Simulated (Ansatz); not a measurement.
# CH₃F₃OSi: how energies converge with the basis set

The task here is to estimate one member of a computed series from the others.

The runs use Ansatz 0.2.0, Gaussian basis; one geometry, several basis sets.

Plan: PBE0-D4/def2-SVP; ωB97M-V/def2-SVP; PBE0-D4/def2-QZVPP; ωB97M-V/def2-QZVPP; the functionals' def2-TZVPP values are taken from earlier runs.

## The geometry

An earlier PBE0-D4 in a triple-zeta def2 set relaxation fixed the geometry.

SMILES `FC(F)(F)O[SiH3]`, 9 atoms, charge 0, spin multiplicity 1.

Atoms are counted from 1 here; the program's logs count them from 0.

Bond lengths: F1–C2 1.338 Å, C2–F3 1.345 Å, C2–F4 1.326 Å, C2–O5 1.328 Å, O5–Si6 1.679 Å, Si6–H7 1.480 Å, Si6–H8 1.481 Å, Si6–H9 1.476 Å. Angles: F1–C2–F3 106.8°, F1–C2–F4 107.8°, F1–C2–O5 111.9°, F3–C2–F4 107.9°, F3–C2–O5 112.1°, F4–C2–O5 110.1°, C2–O5–Si6 126.7°, O5–Si6–H7 109.6°, O5–Si6–H8 109.5°, O5–Si6–H9 103.9°, H7–Si6–H8 110.6°, H7–Si6–H9 111.3°, H8–Si6–H9 111.7°.

Set-up of the first run:

The input, in.yaml:

```yaml
crystal:
  periodic: [false, false, false]
  atoms:
    - {symbol: F, position_ang: [0.409799, -0.117444, -2.049067]}
    - {symbol: C, position_ang: [0.966010, -0.344851, -0.853955]}
    - {symbol: F, position_ang: [0.679460, -1.617501, -0.527818]}
    - {symbol: F, position_ang: [2.281206, -0.246667, -0.993225]}
    - {symbol: O, position_ang: [0.537994, 0.514781, 0.063417]}
    - {symbol: Si, position_ang: [-0.909353, 0.439752, 0.910178]}
    - {symbol: H, position_ang: [-0.822484, -0.610098, 1.949285]}
    - {symbol: H, position_ang: [-2.018070, 0.154416, -0.028938]}
    - {symbol: H, position_ang: [-1.036164, 1.781412, 1.513022]}
basis:
  gaussian: {orbitals: def2-SVP}
hamiltonian: {xc: pbe0, dispersion: d4}
output: {orbitals: {seedname: orbitals}}
```

Among the steps run: PBE0-D4 in def2-SVP; ωB97M-V in def2-SVP; PBE0-D4 in def2-QZVPP; ωB97M-V in def2-QZVPP.

One table of the session follows, with a row left open; its other results are not shown here.

```
functional       basis  HOMO (eV)  LUMO (eV)
   PBE0-D4    def2-SVP      -9.69       0.24
   PBE0-D4  def2-TZVPP      -9.74      -0.21
   PBE0-D4  def2-QZVPP      -9.76      -0.36
   ωB97M-V    def2-SVP     -11.97       2.21
   ωB97M-V  def2-TZVPP          ?          ?
   ωB97M-V  def2-QZVPP     -12.08       1.12
```

**Question.** Estimate the row for ωB97M-V, def2-TZVPP.

**Answer.** HOMO (eV): -12.06; LUMO (eV): 1.50. In the column «HOMO (eV)» it lies between ωB97M-V, def2-QZVPP (-12.08) and ωB97M-V, def2-SVP (-11.97).
